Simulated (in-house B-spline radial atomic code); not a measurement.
**Ge: binding energies from hole states**

How much more does a second hole in Ge cost because of the first?

The numbers are computed with in-house B-spline radial atomic code version 1 (Dirac-Coulomb LDA (Slater, VWN5), spherical fractional occupations, Fermi nucleus, basis-set limit), except any that are marked as measured or tabulated.

## Step 1: The system

```
element       : germanium (Z = 32)
charge        : 0
electrons     : 32
configuration : [Ar] 3d10 4s2 4p2
Hamiltonian   : Dirac-Coulomb
nucleus       : Fermi, rms radius 4.074 fm
```

Outer shells as boxes (Hund's rule):

[Ar] 3d10 4s2 4p2
```
[Ar] core
3d [↑↓][↑↓][↑↓][↑↓][↑↓]
4s [↑↓]
4p [↑ ][↑ ][  ]
```

The boxes only draw the filling; these runs are spin-restricted and spherical.

Settings of the run:

```ini
Z = 32
electrons = 32.0
configuration = [Ar] 3d10 4s2 4p2
hamiltonian = dirac
method = lda,vwn
spin_polarised = False
nucleus = fermi
rms_radius = 4.0742
mass_number = 74
atomic_mass = 73.92117776
speed_of_light = 137.035999084
```

This reference run was done before. Its total energy is -2095.998941 hartree, and its levels are (the highest eight at most):

```
orbital  occupation  energy (eV)  <r> (bohr)
  3s1/2           2      -167.69      0.6253
  3p1/2           2      -118.25      0.6405
  3p3/2           4      -113.96      0.6514
  3d3/2           4      -29.908      0.7339
  3d5/2           6      -29.322      0.7394
  4s1/2           2      -11.944       2.106
  4p1/2    0.666667       -4.177       2.839
  4p3/2     1.33333       -3.983       2.899
```

Single holes known from earlier runs (ΔSCF): 1s 11132.5 eV, 2s 1398.18 eV, 2p1/2 1255.41 eV, 2p3/2 1222.64 eV, 3s 178.05 eV, 3d3/2 39.330 eV, 4s 16.409 eV.

## Step 2: The 2p3/2 and 2p3/2 holes

In configurations, a minus sign after the shell means j = l − 1/2 and a plus sign j = l + 1/2; the count of electrons follows.

Settings of the run:

```ini
Z = 32
electrons = 30.0
configuration = 1s2 2s2 2p-2 2p+2 3s2 3p6 3d10 4s2 4p2
hamiltonian = dirac
method = lda,vwn
spin_polarised = False
nucleus = fermi
rms_radius = 4.0742
mass_number = 74
atomic_mass = 73.92117776
speed_of_light = 137.035999084
```

## Step 3: The 2p1/2 and 3s holes

Changes to the settings of step 2:

```diff
@@ -2,3 +2,3 @@
 electrons = 30.0
-configuration = 1s2 2s2 2p-2 2p+2 3s2 3p6 3d10 4s2 4p2
+configuration = 1s2 2s2 2p-1 2p+4 3s1 3p6 3d10 4s2 4p2
 hamiltonian = dirac
```

## Step 4: The 3d3/2 and 4s holes

Changes to the settings of step 3:

```diff
@@ -2,3 +2,3 @@
 electrons = 30.0
-configuration = 1s2 2s2 2p-1 2p+4 3s1 3p6 3d10 4s2 4p2
+configuration = 1s2 2s2 2p6 3s2 3p6 3d-3 3d+6 4s1 4p2
 hamiltonian = dirac
```

## Step 5: The 2s and 2p3/2 holes

Changes to the settings of step 4:

```diff
@@ -2,3 +2,3 @@
 electrons = 30.0
-configuration = 1s2 2s2 2p6 3s2 3p6 3d-3 3d+6 4s1 4p2
+configuration = 1s2 2s1 2p-2 2p+3 3s2 3p6 3d10 4s2 4p2
 hamiltonian = dirac
```

## Step 6: The 1s and 2p1/2 holes

Changes to the settings of step 5:

```diff
@@ -2,3 +2,3 @@
 electrons = 30.0
-configuration = 1s2 2s1 2p-2 2p+3 3s2 3p6 3d10 4s2 4p2
+configuration = 1s1 2s2 2p-1 2p+4 3s2 3p6 3d10 4s2 4p2
 hamiltonian = dirac
```

**Question.** What does each hole state cost in eV, and how does that compare with the orbital energies or single holes?

The runs gave:

| two holes | ΔSCF (eV) | less the two single holes (eV) |
| --- | --- | --- |
| 2p3/2 and 2p3/2 | 2519.67 | 74.39 |
| 2p1/2 and 3s | 1459.56 | 26.10 |
| 3d3/2 and 4s | 67.626 | 11.89 |
| 2s and 2p3/2 | 2687.49 | 66.67 |
| 1s and 2p1/2 | 12504.5 | 116.68 |

What this shows: Two holes cost more than the sum of each, because the second electron leaves a more charged ion. The excess runs from 11.9 eV (3d3/2 and 4s) to 116.7 eV (1s and 2p1/2); it tends to be largest where both holes are compact. Values are for the free atom, measured from the vacuum level.
